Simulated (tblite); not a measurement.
# C2H11AlB3N3O: the cost of one run

Computed with tblite 0.8.0 and PySCF 2.14.0; each step states its level. No surroundings beyond the atoms listed, unless a continuum is named. Atoms count from 0, parts from 1.

## 1. The system as given

21 atoms, charge 0, multiplicity 1; geometry: distance geometry start.

## 2. Relaxing the cluster with GFN2-xTB

What the job is given:

```
{"job": {"kind": "relax", "xc": "GFN2-xTB", "basis": "xTB"}, "charge": 0, "multiplicity": 1}
N      1.159326    -0.282873    -0.830832
B      1.499360     0.739321    -1.926805
N      0.992129     2.201986    -1.715630
B      1.079504     2.709739    -0.229991
N      0.725846     1.685548     0.869115
B      1.232037     0.230561     0.637839
O      0.900939    -0.754204     1.696845
Al     1.231953    -2.586285     1.598400
C      0.147915    -3.597245     0.345307
C      3.086338    -3.126732     1.754274
H      1.468541    -1.237803    -0.977802
H      2.546372     0.631866    -2.395984
H      0.172170     2.454472    -2.232557
H      1.951844     3.426190    -0.018146
H      0.787814     2.025339     1.821877
H     -0.793303    -3.227184     0.311775
H      0.126821    -4.592789     0.626577
H      0.579030    -3.513438    -0.603054
H      3.595506    -2.864506     0.901023
H      3.509561    -2.610113     2.566865
H      3.155525    -4.157410     1.918317
```

Level: GFN2-xTB geometry optimisation, gas phase.

Started as:

```console
> OMP_NUM_THREADS=1 python cluster_run.py task.json out
```

This one command runs all jobs of the session in turn.

Q: Estimate the wall time of this first job on 1 thread of Arm Neoverse V2, shared host.

About 2.4 s.
